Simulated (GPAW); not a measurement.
# Co3W (Pm-3m) in GPAW: settings compared

Aim: see how the results for Co3W move with the level of theory and the settings. Levels: PBEsol, LDA. Tasks: band structure, equation of state.

Program: GPAW 26.7.0. These are calculated values, not measurements. Logs are shortened: lines on timing, memory, paths and dates and some standing lists are left out, and cuts for length are marked. The log counts tension as positive stress, the text compression.

**1. The crystal as given**

Symmetry: Pm-3m, No. 221, cubic system. The conventional cell has a = 3.567 Å, b = 3.567 Å, c = 3.567 Å, α = 90.00°, β = 90.00°, γ = 90.00°. W (site symmetry m-3m) is surrounded by 12 Co at 2.52 Å. Co (site symmetry 4/mmm) is surrounded by 4 W at 2.52 Å and 8 Co at 2.52 Å.

The cell comes from a database or a generator and needn't be the stable form of this composition.

**2. Band structure, PBEsol, collinear spin, ferromagnetic start**

Contents of run.py:

```python
from ase import Atoms
from ase.dft.bandgap import bandgap
from ase.io import write
from ase.units import GPa
from gpaw import GPAW, PW, setup_paths

setup_paths.insert(0, '.')

atoms = Atoms(['W', 'Co', 'Co', 'Co'],
              cell=[[3.5668730067, 0.0, 0.0],
                    [0.0, 3.5668730067, 0.0],
                    [0.0, 0.0, 3.5668730067]],
              scaled_positions=[[0.0, 0.0, 0.0],
                                [0.0, 0.5, 0.5],
                                [0.5, 0.0, 0.5],
                                [0.5, 0.5, 0.0]],
              pbc=True)
atoms.set_initial_magnetic_moments([0.0, 2.0, 2.0, 2.0])

calc = GPAW(mode=PW(600),
            xc='PBEsol',
            kpts={'size': (6, 6, 6), 'gamma': True},
            occupations={'name': 'fermi-dirac', 'width': 0.05},
            nbands=40,
            convergence={'density': 1e-05, 'energy': 1e-05},
            maxiter=150,
            txt='gpaw.txt')
atoms.calc = calc
energy = atoms.get_potential_energy()
forces = atoms.get_forces()
stress = atoms.get_stress()
calc.write('gs.gpw')
write('result.traj', atoms)
print(f'Energy: {energy:.6f} eV')
print('Forces (eV/A):')
print(forces.round(4))
print('Stress (GPa):', (stress / GPa).round(3))
print('Moments:', calc.get_magnetic_moments().round(3))
print('Fermi level:', round(calc.get_fermi_level(), 4), 'eV')
print(f'Gap: {bandgap(calc)[0]:.4f} eV, direct: {bandgap(calc, direct=True)[0]:.4f} eV')

path = atoms.cell.bandpath('GXMGRX,MR', npoints=100, eps=1e-4)
bs_calc = calc.fixed_density(kpts=path, symmetry='off', nbands=56,
                             convergence={'bands': 'CBM+6.0', 'eigenstates': 1e-6}, txt='bands.txt')
bs = bs_calc.band_structure()
bs.write('bs.json')
print(f'Gap on the path: {bandgap(bs_calc)[0]:.4f} eV')
```

Potentials or basis: PAW data sets generated in the run's folder for this functional, pw.

Launch:

```
$ gpaw-setup -f PBEsol Co W
$ OMP_NUM_THREADS=1 python run.py
```

gpaw.txt:

```text
__  _  _
 | _ |_)|_||  |
 |__||  | ||/\| - 26.7.0

Input parameters:
  mode=PW(ecut=600.0),
  convergence={'density': 1e-05, 'energy': 1e-05},
  kpts=MonkhorstPack(size=(6, 6, 6), gamma=True),
  maxiter=150,
  nbands=40,
  occupations=Occupations(name='fermi-dirac', width=0.05),
  xc=XC(name='PBEsol')

Diagonalizing LCAO Hamiltonian
Converting LCAO to pw mode
   .--------.
  /|        |
 * |        |
 |Co        |
 | .-Co-----.
 |/    Co  /
 W--------*

Atoms  # Å, Bohr magnetons
|   | symbol |        x |        y |        z |    initial magnetic moments |
|---|--------|----------|----------|----------|-----------------------------|
| 0 |      W | 0.000000 | 0.000000 | 0.000000 | ( 0.0000,  0.0000,  0.0000) |
| 1 |     Co | 0.000000 | 1.783437 | 1.783437 | ( 0.0000,  0.0000,  2.0000) |
| 2 |     Co | 1.783437 | 0.000000 | 1.783437 | ( 0.0000,  0.0000,  2.0000) |
| 3 |     Co | 1.783437 | 1.783437 | 0.000000 | ( 0.0000,  0.0000,  2.0000) |

Unit cell  # Å
| periodic |        x |        y |        z |  lengths |    angles |
|----------|----------|----------|----------|----------|-----------|
|      yes | 3.566873 | 0.000000 | 0.000000 | 3.566873 | 90.000000 |
|      yes | 0.000000 | 3.566873 | 0.000000 | 3.566873 | 90.000000 |
|      yes | 0.000000 | 0.000000 | 3.566873 | 3.566873 | 90.000000 |

Number of symmetries: 48
Symmetry operations  # r_c * U_cc + t_c -> r_c
|    | kind |            matrix            |
|----|------|------------------------------|
|  0 |  E   |  1, 0, 0,  0, 1, 0,  0, 0, 1 |
|  1 |  σ   |  1, 0, 0,  0, 1, 0,  0, 0,-1 |
|  2 |  σ   |  1, 0, 0,  0, 0, 1,  0, 1, 0 |
|  3 |  C4  |  1, 0, 0,  0, 0, 1,  0,-1, 0 |
|  4 |  C4  |  1, 0, 0,  0, 0,-1,  0, 1, 0 |
|  5 |  σ   |  1, 0, 0,  0, 0,-1,  0,-1, 0 |
|  6 |  σ   |  1, 0, 0,  0,-1, 0,  0, 0, 1 |
|  7 |  C2  |  1, 0, 0,  0,-1, 0,  0, 0,-1 |
|  8 |  σ   |  0, 1, 0,  1, 0, 0,  0, 0, 1 |
|  9 |  C2  |  0, 1, 0,  1, 0, 0,  0, 0,-1 |
| 10 |  C3  |  0, 1, 0,  0, 0, 1,  1, 0, 0 |
| 11 |  S6  |  0, 1, 0,  0, 0, 1, -1, 0, 0 |
| 12 |  S6  |  0, 1, 0,  0, 0,-1,  1, 0, 0 |
| 13 |  C3  |  0, 1, 0,  0, 0,-1, -1, 0, 0 |
| 14 |  C4  |  0, 1, 0, -1, 0, 0,  0, 0, 1 |
| 15 |  S4  |  0, 1, 0, -1, 0, 0,  0, 0,-1 |
| 16 |  C3  |  0, 0, 1,  1, 0, 0,  0, 1, 0 |
| 17 |  S6  |  0, 0, 1,  1, 0, 0,  0,-1, 0 |
| 18 |  σ   |  0, 0, 1,  0, 1, 0,  1, 0, 0 |
| 19 |  C4  |  0, 0, 1,  0, 1, 0, -1, 0, 0 |
| 20 |  C2  |  0, 0, 1,  0,-1, 0,  1, 0, 0 |
| 21 |  S4  |  0, 0, 1,  0,-1, 0, -1, 0, 0 |
| 22 |  S6  |  0, 0, 1, -1, 0, 0,  0, 1, 0 |
| 23 |  C3  |  0, 0, 1, -1, 0, 0,  0,-1, 0 |
| 24 |  S6  |  0, 0,-1,  1, 0, 0,  0, 1, 0 |
| 25 |  C3  |  0, 0,-1,  1, 0, 0,  0,-1, 0 |
| 26 |  C4  |  0, 0,-1,  0, 1, 0,  1, 0, 0 |
| 27 |  σ   |  0, 0,-1,  0, 1, 0, -1, 0, 0 |
| 28 |  S4  |  0, 0,-1,  0,-1, 0,  1, 0, 0 |
| 29 |  C2  |  0, 0,-1,  0,-1, 0, -1, 0, 0 |
| 30 |  C3  |  0, 0,-1, -1, 0, 0,  0, 1, 0 |
| 31 |  S6  |  0, 0,-1, -1, 0, 0,  0,-1, 0 |
| 32 |  C4  |  0,-1, 0,  1, 0, 0,  0, 0, 1 |
| 33 |  S4  |  0,-1, 0,  1, 0, 0,  0, 0,-1 |
| 34 |  S6  |  0,-1, 0,  0, 0, 1,  1, 0, 0 |
| 35 |  C3  |  0,-1, 0,  0, 0, 1, -1, 0, 0 |
| 36 |  C3  |  0,-1, 0,  0, 0,-1,  1, 0, 0 |
| 37 |  S6  |  0,-1, 0,  0, 0,-1, -1, 0, 0 |
| 38 |  σ   |  0,-1, 0, -1, 0, 0,  0, 0, 1 |
| 39 |  C2  |  0,-1, 0, -1, 0, 0,  0, 0,-1 |
| 40 |  σ   | -1, 0, 0,  0, 1, 0,  0, 0, 1 |
| 41 |  C2  | -1, 0, 0,  0, 1, 0,  0, 0,-1 |
| 42 |  C2  | -1, 0, 0,  0, 0, 1,  0, 1, 0 |
| 43 |  S4  | -1, 0, 0,  0, 0, 1,  0,-1, 0 |
| 44 |  S4  | -1, 0, 0,  0, 0,-1,  0, 1, 0 |
| 45 |  C2  | -1, 0, 0,  0, 0,-1,  0,-1, 0 |
| 46 |  C2  | -1, 0, 0,  0,-1, 0,  0, 0, 1 |
| 47 |  i   | -1, 0, 0,  0,-1, 0,  0, 0,-1 |

BZ-sampling:
  Number of BZ points: 216
  Number of IBZ points: 20

  Monkhorst-Pack size: [6, 6, 6]
  Monkhorst-Pack shift: [0.08333333333333333, 0.08333333333333333, 0.08333333333333333]

K-points  # in reciprocal-cell coordinates
|     |                                coordinates |     weight |
|-----|--------------------------------------------|------------|
|   0 | (  0.00000000,   0.00000000,   0.00000000) | 0.00462963 |
|   1 | (  0.16666667,   0.00000000,   0.00000000) | 0.02777778 |
|   2 | (  0.16666667,   0.16666667,   0.00000000) | 0.05555556 |
|   3 | (  0.16666667,   0.16666667,   0.16666667) | 0.03703704 |
|   4 | (  0.33333333,   0.00000000,   0.00000000) | 0.02777778 |
|   5 | (  0.33333333,   0.16666667,   0.00000000) | 0.11111111 |
|   6 | (  0.33333333,   0.16666667,   0.16666667) | 0.11111111 |
|   7 | (  0.33333333,   0.33333333,   0.00000000) | 0.05555556 |
|   8 | (  0.33333333,   0.33333333,   0.16666667) | 0.11111111 |
|   9 | (  0.33333333,   0.33333333,   0.33333333) | 0.03703704 |
| ... |                                            |            |
|  19 | (  0.50000000,   0.50000000,   0.50000000) | 0.00462963 |

Plane wave coefficients: 1568
Cutoff: 600.0 eV

Spin-components: 2 (collinear spins)
Bands:           40
Projectors:      24
Spin-degeneracy: 1
Datatype:        complex128

Parallelization:
  kpt:    1
  domain: 1
  band:   1

Density:
  Valence electrons: 41.0
  Components: 2
  Grid points: [21 21 21]
  Charge: 0.0  # |e|

Potential:
  Grid points: [21 21 21]

species:
  W:
    name:    Tungsten
    Z:       74.0
    valence: 14
    core:    60
    charge:  0.0  # [|e|]
    compensation charges:
      type: gauss
      rc: 0.40  # [Å]
      lmax: 2
    cutoffs:
      filter: 2.36  # [Å]
      core: 3.02  # [Å]
    projectors
    | kind |    occ | energy [eV] | rcut [Å] |
    |------|--------|-------------|----------|
    |   5s |  2.000 |     -78.864 |    1.344 |
    |   6s |  2.000 |      -5.730 |    1.344 |
    |   5p |  6.000 |     -43.252 |    1.355 |
    |   6p |  0.000 |      -1.338 |    1.355 |
    |   5d |  4.000 |      -4.526 |    1.228 |
    |    d |        |      22.686 |    1.228 |

    Using partial waves for W as LCAO basis

  Co:
    name:    Cobalt
    Z:       27.0
    valence: 9
    core:    18
    charge:  0.0  # [|e|]
    compensation charges:
      type: gauss
      rc: 0.32  # [Å]
      lmax: 2
    cutoffs:
      filter: 1.87  # [Å]
      core: 2.55  # [Å]
    projectors
    | kind |    occ | energy [eV] | rcut [Å] |
    |------|--------|-------------|----------|
    |   4s |  2.000 |      -5.488 |    1.005 |
    |   4p |  0.000 |      -1.248 |    1.058 |
    |   3d |  7.000 |      -8.230 |    1.005 |
    |    s |        |      21.723 |    1.005 |
    |    p |        |      25.963 |    1.058 |
    |    d |        |      18.981 |    1.005 |

    Using partial waves for Co as LCAO basis

Reference energy: -552249.352649  # eV

eigensolver:
  PPCG
  Converge bands: occupied
  niter=2

density mixing:
  MSR1-Mixer
  Pratt-step length: 0.05
  Maximum mixing coefficient: 0.75
  Old densities: 10
  SVD Regularization: 0.005
  Good broyden scale: 1.0
  Trust region scale: 1.0
  Backstep threshold: 4.0
  History deletion threshold: 6.0
  Fourier metric: weight=20.0, sigma=0.015

occupation numbers:
  Fermi-Dirac:
    width: 0.0500  # eV

poisson solver:
  ecut: 4800.0  # eV

xc functional:
  name: PBEsol with 2 nearest neighbor stencil

convergence criteria:
- Maximum integral of absolute [dens]ity change: 1e-05 electrons / valence electron
- Maximum [total energy] change in last 3 cyles: 1e-05 eV / valence electron
- Maximum integral of absolute [eigenst]ate change: 4e-08 eV^2 / valence electron
maximum number of iterations: 150

SCF iterations
|iter     | |      energy | eigst |  dens |  magmom |
|---------|-|-------------|-------|-------|---------|
|iter:   1| |  -39.525870 | +0.39 |       |  +6.0082|
|iter:   2| |  -39.276338 | -1.80 | -0.74 |  +5.7750|
|iter:   3| |  -39.302055 | -1.76 | -0.82 |  +4.4477|
|iter:   4| |  -39.507948 | -2.37 | -0.91 |  +2.6833|
|iter:   5| |  -39.674378 | -2.45 | -1.23 |  +0.9643|
|iter:   6| |  -39.679563 | -3.29 | -1.73 |  +0.6463|
|iter:   7| |  -39.690351 | -3.51 | -1.89 |  +0.5296|
|iter:   8| |  -39.693120 | -4.26 | -2.26 |  +0.5727|
|iter:   9| |  -39.693754 | -4.66 | -2.65 |  +0.5656|
|iter:  10| |  -39.693706 | -5.45 | -3.17 |  +0.5423|
|iter:  11| |  -39.693536c| -5.55 | -3.35 |  +0.5142|
|iter:  12| |  -39.693353c| -5.89 | -3.58 |  +0.4911|
|iter:  13| |  -39.693155c| -6.03 | -3.87 |  +0.4701|
|iter:  14| |  -39.693174c| -7.76c| -4.61 |  +0.4718|
|iter:  15| |  -39.693187c| -7.51c| -4.99 |  +0.4732|
|iter:  16| |  -39.693187c| -8.42c| -5.69c|  +0.4732|

Converged in 16 steps
Energy contributions relative to reference atoms: (reference = -552249.352649)

Energy contributions:
  Kinetic:          24.946489
  Coulomb:         -22.366640
  Zero:             -0.104854
  External:          0.000000
  Xc:              -42.153375
  Entropy:          -0.029613
  Spinorbit:         0.000000
  ----------------------------
  Free energy:     -39.707993
  Extrapolated:    -39.693187

dipole moment: (-23.041569, -23.041569, -23.041569)  # |e|*Ang

Total magnetic moment: (0.000000, 0.000000, 0.473179)

Local magnetic moments
|        x |        y |         z |
|----------|----------|-----------|
| 0.000000 | 0.000000 | -0.061004 |  # W    0
| 0.000000 | 0.000000 |  0.193134 |  # Co   1
| 0.000000 | 0.000000 |  0.193134 |  # Co   2
| 0.000000 | 0.000000 |  0.193134 |  # Co   3

Fermi level: 12.791
Eigenvalues  # (at kpt = [0.000, 0.000, 0.000])
| band index |      eig [eV] | occ [0-1] |      eig [eV] | occ [0-1] |
|------------|---------------|-----------|---------------|-----------|
|          0 |       -61.413 |     1.000 |       -61.440 |     1.000 |
|        ... |               |           |               |           |
|          9 |         8.120 |     1.000 |         8.215 |     1.000 |
|         10 |         8.315 |     1.000 |         8.386 |     1.000 |
|         11 |        10.772 |     1.000 |        10.960 |     1.000 |
|         12 |        10.772 |     1.000 |        10.960 |     1.000 |
|         13 |        10.772 |     1.000 |        10.960 |     1.000 |
|         14 |        12.226 |     1.000 |        12.373 |     1.000 |
|         15 |        12.226 |     1.000 |        12.373 |     1.000 |
|         16 |        12.696 |     0.869 |        12.909 |     0.086 |
|         17 |        13.008 |     0.013 |        13.298 |     0.000 |
|         18 |        13.008 |     0.013 |        13.298 |     0.000 |
|         19 |        13.008 |     0.013 |        13.298 |     0.000 |
|         20 |        14.666 |     0.000 |        14.765 |     0.000 |
|         21 |        14.666 |     0.000 |        14.765 |     0.000 |
|         22 |        15.449 |     0.000 |        15.443 |     0.000 |
|         23 |        15.449 |     0.000 |        15.443 |     0.000 |
|        ... |               |           |               |           |
|         39 |        38.382 |     0.000 |        38.350 |     0.000 |

No gap
No difference between direct/indirect transitions

Forces  # eV/Ang
|        x |       y |        z |
|----------|---------|----------|
| -0.00000 | 0.00000 |  0.00000 |  # W    0
|  0.00000 | 0.00000 |  0.00000 |  # Co   1
|  0.00000 | 0.00000 | -0.00000 |  # Co   2
| -0.00000 | 0.00000 | -0.00000 |  # Co   3

Stress tensor  # eV/Ang^3
|        x |        y |        z |
|----------|----------|----------|
| 0.024132 | 0.000000 | 0.000000 |
| 0.000000 | 0.024132 | 0.000000 |
| 0.000000 | 0.000000 | 0.024132 |

# Writing to gs.gpw (mode='')
```

Run time: 3.9 min. Hardware: 1 thread of Arm Neoverse V2, shared host; peak memory 0.55 GiB.

What came out:

- Free energy: -39.7080 eV
- Pressure: -3.9 GPa
- Band gap along the path: none (metal or under the smearing width)
- Net moment: 0.47 μB per cell
- Site moments: W -0.06; Co +0.19 μB

Levels at the corners of the path, in eV from the Fermi level:
Spin up:
| point | band 18 | band 19 | band 20 | band 21 | band 22 | band 23 | band 24 | band 25 |
| --- | --- | --- | --- | --- | --- | --- | --- | --- |
| Γ | 0.22 | 0.22 | 0.22 | 1.88 | 1.88 | 2.66 | 2.66 | 2.66 |
| X | -1.16 | -1.10 | -0.35 | -0.06 | -0.06 | 0.22 | 1.01 | 1.21 |
| M | -1.26 | -1.26 | -1.05 | -0.84 | 0.59 | 0.59 | 1.04 | 1.66 |
| Γ | 0.22 | 0.22 | 0.22 | 1.88 | 1.88 | 2.66 | 2.66 | 2.66 |
| R | -0.02 | -0.02 | -0.02 | 0.11 | 0.11 | 0.11 | 1.53 | 1.53 |
| X | -1.16 | -1.10 | -0.35 | -0.06 | -0.06 | 0.22 | 1.01 | 1.21 |
| M | -1.26 | -1.26 | -1.05 | -0.84 | 0.59 | 0.59 | 1.04 | 1.66 |
| R | -0.02 | -0.02 | -0.02 | 0.11 | 0.11 | 0.11 | 1.53 | 1.53 |
Spin down:
| point | band 16 | band 17 | band 18 | band 19 | band 20 | band 21 | band 22 | band 23 | band 24 | band 25 |
| --- | --- | --- | --- | --- | --- | --- | --- | --- | --- | --- |
| Γ | -0.42 | 0.12 | 0.51 | 0.51 | 0.51 | 1.97 | 1.97 | 2.65 | 2.65 | 2.65 |
| X | -1.14 | -0.96 | -0.96 | -0.93 | -0.20 | 0.06 | 0.06 | 0.51 | 1.13 | 1.18 |
| M | -2.34 | -1.30 | -1.12 | -1.12 | -0.91 | -0.57 | 0.70 | 0.70 | 0.99 | 1.84 |
| Γ | -0.42 | 0.12 | 0.51 | 0.51 | 0.51 | 1.97 | 1.97 | 2.65 | 2.65 | 2.65 |
| R | -1.80 | -0.65 | 0.09 | 0.09 | 0.09 | 0.23 | 0.23 | 0.23 | 1.69 | 1.69 |
| X | -1.14 | -0.96 | -0.96 | -0.93 | -0.20 | 0.06 | 0.06 | 0.51 | 1.13 | 1.18 |
| M | -2.34 | -1.30 | -1.12 | -1.12 | -0.91 | -0.57 | 0.70 | 0.70 | 0.99 | 1.84 |
| R | -1.80 | -0.65 | 0.09 | 0.09 | 0.09 | 0.23 | 0.23 | 0.23 | 1.69 | 1.69 |

Caveat: spin-orbit coupling is left out, which moves the levels of the heavy elements.

**3. Band structure, LDA, collinear spin, ferromagnetic start**

Edit run.py of step 2 so:

```diff
@@ -4,5 +4,3 @@
 from ase.units import GPa
-from gpaw import GPAW, PW, setup_paths
-
-setup_paths.insert(0, '.')
+from gpaw import GPAW, PW
 
@@ -20,3 +18,3 @@
 calc = GPAW(mode=PW(600),
-            xc='PBEsol',
+            xc='LDA',
             kpts={'size': (6, 6, 6), 'gamma': True},
```

Potentials or basis: the program's PAW data sets (release 1.2.1) made for this functional, pw.

Launch:

```
$ OMP_NUM_THREADS=1 python run.py
```

Wall time 4.3 min (1 thread of Arm Neoverse V2, shared host); peak memory 0.55 GiB.

The run converged. Its results:

- Free energy: -41.6763 eV
- Pressure: -12.3 GPa
- Band gap along the path: none (metal or under the smearing width)
- Net moment: 0.14 μB per cell
- Site moments: W -0.02; Co +0.05 μB

Levels at the corners of the path, in eV from the Fermi level:
Spin up:
```tsv
point	band 16	band 17	band 18	band 19	band 20	band 21	band 22	band 23	band 24	band 25
Γ	-0.51	-0.02	0.31	0.31	0.31	1.91	1.91	2.72	2.72	2.72
X	-1.19	-1.10	-1.10	-1.04	-0.30	-0.03	-0.03	0.31	1.05	1.19
M	-2.38	-1.42	-1.21	-1.21	-1.00	-0.76	0.62	0.62	1.00	1.73
Γ	-0.51	-0.02	0.31	0.31	0.31	1.91	1.91	2.72	2.72	2.72
R	-1.89	-0.57	0.06	0.06	0.06	0.20	0.20	0.20	1.59	1.59
X	-1.19	-1.10	-1.10	-1.04	-0.30	-0.03	-0.03	0.31	1.05	1.19
M	-2.38	-1.42	-1.21	-1.21	-1.00	-0.76	0.62	0.62	1.00	1.73
R	-1.89	-0.57	0.06	0.06	0.06	0.20	0.20	0.20	1.59	1.59
```
Spin down:
```csv
point,band 18,band 19,band 20,band 21,band 22,band 23
Γ,0.38,0.38,0.38,1.93,1.93,2.72
X,-1.05,-0.99,-0.25,0.01,0.01,0.38
M,-1.17,-1.17,-0.96,-0.69,0.65,0.65
Γ,0.38,0.38,0.38,1.93,1.93,2.72
R,0.12,0.12,0.12,0.19,0.19,0.19
X,-1.05,-0.99,-0.25,0.01,0.01,0.38
M,-1.17,-1.17,-0.96,-0.69,0.65,0.65
R,0.12,0.12,0.12,0.19,0.19,0.19
```

Caveat: the starting moments collapsed, and a magnetic state may lie lower; spin-orbit coupling is left out, which moves the levels of the heavy elements.

**4. Equation of state, LDA, collinear spin, ferromagnetic start**

Contents of run.py:

```python
from ase import Atoms
from ase.eos import EquationOfState
from ase.io import Trajectory
from ase.units import GPa
from gpaw import GPAW, PW

atoms = Atoms(['W', 'Co', 'Co', 'Co'],
              cell=[[3.5668730067, 0.0, 0.0],
                    [0.0, 3.5668730067, 0.0],
                    [0.0, 0.0, 3.5668730067]],
              scaled_positions=[[0.0, 0.0, 0.0],
                                [0.0, 0.5, 0.5],
                                [0.5, 0.0, 0.5],
                                [0.5, 0.5, 0.0]],
              pbc=True)
atoms.set_initial_magnetic_moments([0.0, 2.0, 2.0, 2.0])

traj = Trajectory('eos.traj', 'w')
volumes, energies = [], []
for x in [0.94, 0.96, 0.98, 1.0, 1.02, 1.04, 1.06]:
    a = atoms.copy()
    a.set_cell(atoms.cell * x**(1 / 3), scale_atoms=True)
    calc = GPAW(mode=PW(600),
                xc='LDA',
                kpts={'size': (6, 6, 6), 'gamma': True},
                occupations={'name': 'fermi-dirac', 'width': 0.05},
                nbands=40,
                convergence={'density': 1e-05, 'energy': 1e-05},
                maxiter=150,
                txt=f'eos-{x:.2f}.txt')
    a.calc = calc
    energies.append(a.get_potential_energy(force_consistent=True))
    volumes.append(a.get_volume())
    p = -a.get_stress()[:3].mean() / GPa
    calc.write(f'eos-{x:.2f}.gpw')
    traj.write(a)
    print(f'{x:.2f} {volumes[-1]:10.4f} A^3 {energies[-1]:14.6f} eV {p:9.3f} GPa', flush=True)

v0, e0, B = EquationOfState(volumes, energies, eos='birchmurnaghan').fit()
print(f'V0 = {v0:.4f} A^3, E0 = {e0:.6f} eV, B0 = {B / GPa:.2f} GPa')
```

Launch:

```
$ OMP_NUM_THREADS=1 python run.py
```

Wall time 7.9 min (1 thread of Arm Neoverse V2, shared host); peak memory 0.43 GiB.

The run converged. Its results:

| Property | Result |
| --- | --- |
| Equilibrium volume | 10.93 Å³/atom |
| Bulk modulus | 330 GPa |
| Pressure derivative of the bulk modulus | 4.6 (rough: it moves with the points fitted) |

Energy against volume, from the lowest point:
```tsv
volume (Å³/atom)	energy (meV/atom)
10.664	6.85
10.891	0.00
11.118	2.88
11.345	14.61
11.572	34.36
11.799	61.07
12.026	93.91
```

Spin-orbit coupling is left out, which matters for the levels of W.
